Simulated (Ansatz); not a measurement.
# C₃H₈B₂S: a ladder of functionals and wavefunction methods

An exercise on one series of results from a longer session: the logs are not shown, and one member is left open.

Computed with Ansatz 0.2.0, Gaussian basis. Level: functionals in def2-TZVPP, the program's frozen cores in correlated methods.

The runs, in order: PBE-D4, r2SCAN-D4, PBE0-D4, B3LYP-D4, ωB97X-V, ωB97M-V, B2PLYP; CCSD(T)/def2-TZVPP; MP2/def2-QZVPP; extrapolation to the limit.

## The geometry

An earlier PBE0-D4 in a triple-zeta def2 set relaxation fixed the geometry.

14 atoms, charge 0, spin multiplicity 1.

Atoms are counted from 1 here; the program's logs count them from 0.

Bond lengths: B1–S4 1.962 Å, B1–H7 1.191 Å, B1–H8 1.187 Å, C2–C3 1.362 Å, C2–H9 1.082 Å, C2–H10 1.085 Å, C3–S4 1.753 Å, C3–B5 1.540 Å, B5–C6 1.565 Å, B5–H11 1.201 Å, C6–H12 1.099 Å, C6–H13 1.090 Å, C6–H14 1.092 Å. Angles: S4–B1–H7 109.5°, S4–B1–H8 117.7°, H7–B1–H8 120.6°, C3–C2–H9 122.2°, C3–C2–H10 118.9°, H9–C2–H10 117.4°, C2–C3–S4 120.5°, C2–C3–B5 151.4°, S4–C3–B5 86.8°, B1–S4–C3 58.0°, C3–B5–C6 127.8°, C3–B5–H11 111.1°, C6–B5–H11 120.6°, B5–C6–H12 107.4°, B5–C6–H13 114.7°, B5–C6–H14 111.6°, H12–C6–H13 107.3°, H12–C6–H14 106.2° and more.

The first run:

in.yaml reads:

```yaml
crystal:
  periodic: [false, false, false]
  atoms:
    - {symbol: B, position_ang: [0.135289, -1.580628, -0.197936]}
    - {symbol: C, position_ang: [0.149860, -1.005197, 1.644836]}
    - {symbol: C, position_ang: [-0.486321, -0.181955, 0.765563]}
    - {symbol: S, position_ang: [-1.667800, -0.824987, -0.357823]}
    - {symbol: B, position_ang: [-0.586272, 1.138082, -0.020387]}
    - {symbol: C, position_ang: [0.333469, 1.631089, -1.186117]}
    - {symbol: H, position_ang: [0.059407, -2.749041, 0.019480]}
    - {symbol: H, position_ang: [0.979317, -1.152525, -0.915175]}
    - {symbol: H, position_ang: [-0.325630, -1.885013, 2.057425]}
    - {symbol: H, position_ang: [1.063087, -0.660891, 2.119655]}
    - {symbol: H, position_ang: [-1.399912, 1.873271, 0.470470]}
    - {symbol: H, position_ang: [1.086884, 2.300867, -0.749599]}
    - {symbol: H, position_ang: [0.867837, 0.838750, -1.709911]}
    - {symbol: H, position_ang: [-0.222116, 2.228679, -1.911680]}
basis:
  gaussian: {orbitals: def2-TZVPP}
hamiltonian: {xc: pbe, dispersion: d4}
output: {forces: true, orbitals: {seedname: orbitals}}
```

Started as:

```sh
$ ansatz run in.yaml --threads 4 --pin off --events-out ev --progress --plain --max-ram 10444MiB
```

Steps of the session up to this table: PBE-D4 (GGA); r2SCAN-D4 (meta-GGA); PBE0-D4 (hybrid); B3LYP-D4 (hybrid); ωB97X-V (range-separated); ωB97M-V (range-separated); B2PLYP (double hybrid); CCSD(T) in def2-TZVPP; MP2 in def2-QZVPP.

One of the session's tables, all rows but one given; the rest of the session is left out.

| method | atomisation energy (kJ/mol) |
| --- | --- |
| PBE-D4 | ? |
| r2SCAN-D4 | 5451.5 |
| PBE0-D4 | 5464.0 |
| B3LYP-D4 | 5395.5 |
| ωB97X-V | 5397.0 |
| ωB97M-V | 5422.5 |
| B2PLYP | 5337.5 |
| HF/def2-TZVPP | 4025.4 |
| MP2/def2-TZVPP | 5354.6 |
| CCSD/def2-TZVPP | 5156.7 |
| CCSD(T)/def2-TZVPP | 5247.0 |
| MP2/CBS | 5472.2 |
| CCSD(T)/CBS | 5364.6 |

Q: Estimate the row for PBE-D4 from the others.

The run gave: atomisation energy (kJ/mol): 5542.6. In the column «atomisation energy (kJ/mol)» it is the highest.
